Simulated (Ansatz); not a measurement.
**H8MgN2Si2: a ladder of functionals and wavefunction methods**

Aim: compute H8MgN2Si2 with functionals from several rungs and with coupled cluster, and see how far each lands from CCSD(T) at the basis-set limit for the atomisation energy.

Method: functionals in def2-TZVPP, the program's frozen cores in correlated methods; program: Ansatz 0.2.0, Gaussian basis.

The runs, in order: LDA (SPW92), PBE-D4, revPBE-D4, BLYP-D4, r2SCAN-D4, B97M-V, PBE0-D4, B3LYP-D4, r2SCANh-D4, r2SCAN0-D4, HSE06-D4, BHLYP-D4, CAM-B3LYP-D4, LC-ωPBE, ωB97X-V, ωB97M-V, B2PLYP, PBE-QIDH; CCSD(T)/def2-SVP; CCSD(T)/def2-TZVPP; MP2/def2-QZVPP; extrapolation to the limit; RPA on PBE.

### 1 The relaxed structure

The geometry comes from an earlier relaxation with PBE0-D4 in a triple-zeta def2 set; it is a stationary point, not always the lowest conformer.

SMILES `[NH2][Mg][N]([SiH3])[SiH3]`, 13 atoms, charge 0, spin multiplicity 1.

Atoms are counted from 1 here; the program's logs count them from 0.

Bond lengths: N1–Mg2 1.877 Å, N1–H6 1.009 Å, N1–H7 1.009 Å, Mg2–N3 1.925 Å, N3–Si4 1.707 Å, N3–Si5 1.707 Å, Si4–H8 1.492 Å, Si4–H9 1.492 Å, Si4–H10 1.501 Å, Si5–H11 1.501 Å, Si5–H12 1.492 Å, Si5–H13 1.492 Å. Angles: Mg2–N1–H6 126.4°, Mg2–N1–H7 126.3°, H6–N1–H7 107.3°, N1–Mg2–N3 180.0°, Mg2–N3–Si4 116.6°, Mg2–N3–Si5 116.5°, Si4–N3–Si5 126.9°, N3–Si4–H8 113.9°, N3–Si4–H9 113.9°, N3–Si4–H10 107.0°, H8–Si4–H9 107.2°, H8–Si4–H10 107.3°, H9–Si4–H10 107.3°, N3–Si5–H11 107.0°, N3–Si5–H12 113.9°, N3–Si5–H13 113.9°, H11–Si5–H12 107.3°, H11–Si5–H13 107.3° and more.

### 2 LDA

This LDA is Slater exchange with PW92 correlation.

in.yaml

```yaml
crystal:
  periodic: [false, false, false]
  atoms:
    - {symbol: N, position_ang: [-0.568782, 2.950694, -1.223287]}
    - {symbol: Mg, position_ang: [-0.239696, 1.244117, -0.515540]}
    - {symbol: N, position_ang: [0.098505, -0.506188, 0.210826]}
    - {symbol: Si, position_ang: [0.612233, -0.573304, 1.837099]}
    - {symbol: Si, position_ang: [-0.146536, -1.827475, -0.841428]}
    - {symbol: H, position_ang: [-0.520380, 3.824994, -0.722735]}
    - {symbol: H, position_ang: [-0.826790, 3.163704, -2.174788]}
    - {symbol: H, position_ang: [1.968213, -1.168015, 2.017887]}
    - {symbol: H, position_ang: [-0.319046, -1.317172, 2.734020]}
    - {symbol: H, position_ang: [0.676133, 0.841238, 2.335917]}
    - {symbol: H, position_ang: [-0.592374, -1.261733, -2.158754]}
    - {symbol: H, position_ang: [-1.204908, -2.774646, -0.385673]}
    - {symbol: H, position_ang: [1.083728, -2.630816, -1.098641]}
basis:
  gaussian: {orbitals: def2-TZVPP}
hamiltonian: {xc: lda}
output: {orbitals: {seedname: orbitals}}
```

Started as:

```sh
ansatz run in.yaml --threads 2 --pin off --events-out ev --progress --plain --max-ram 32768MiB --backend cpu
```

After this run come: PBE-D4 (GGA); revPBE-D4 (GGA); BLYP-D4 (GGA); r2SCAN-D4 (meta-GGA); B97M-V (meta-GGA); B3LYP-D4 (hybrid); r2SCANh-D4 (hybrid); r2SCAN0-D4 (hybrid); HSE06-D4 (hybrid); BHLYP-D4 (hybrid); CAM-B3LYP-D4 (range-separated); LC-ωPBE (range-separated); ωB97X-V (range-separated); ωB97M-V (range-separated); B2PLYP (double hybrid); PBE-QIDH (double hybrid); CCSD(T) in def2-SVP; CCSD(T) in def2-TZVPP; MP2 in def2-QZVPP; RPA on PBE orbitals.

Q: Predict the results of all the runs planned. Wanted: atomisation energy, CCSD(T)/CBS; farthest beyond LDA; mean size of error, GGA; mean size of error, meta-GGA; mean size of error, hybrid; mean size of error, range-separated; mean size of error, double hybrid; gap, smallest and largest; T1 diagnostic.

As calculated:

| quantity | value |
| --- | --- |
| atomisation energy, CCSD(T)/CBS | 4016.8 kJ/mol |
| functionals within 20.1 kJ/mol (0.5 %) | CAM-B3LYP-D4, ωB97X-V |
| farthest beyond LDA | revPBE-D4 (-114.4 kJ/mol) |
| mean size of error, GGA | 66.5 kJ/mol |
| mean size of error, meta-GGA | 34.5 kJ/mol |
| mean size of error, hybrid | 74.9 kJ/mol |
| mean size of error, range-separated | 24.2 kJ/mol |
| mean size of error, double hybrid | 88.3 kJ/mol |
| gap, smallest and largest | 3.11 eV (LDA (SPW92)), 10.10 eV (LC-ωPBE) |
| T1 diagnostic | 0.0105 |
| triples share of the correlation energy | 3.1 % |

The LDA atomisation energy is off by 421.2 kJ/mol (10 %): it overbinds. PBE-D4 is off by -42.1 kJ/mol. Double hybrids carry the basis error of their MP2 part in triple zeta, and no dispersion term here, so their miss is partly the set-up's. Taken by rung, range-separated functionals do best (24.2 kJ/mol on average) and double hybrid ones worst beyond LDA (88.3 kJ/mol). The reference freezes the cores and leaves out relativity and excitations past (T), so misses under about 20.1 kJ/mol can't be ranked. Hartree-Fock recovers 71 % of the binding; the rest is correlation. CCSD(T) in def2-SVP is off by -349.1 kJ/mol, worse than the median functional, from the basis alone. Orbital gaps span 3.1 to 10.1 eV; exact exchange widens them. Correlated methods include outer-core shells of Mg, which these sets cover unevenly.
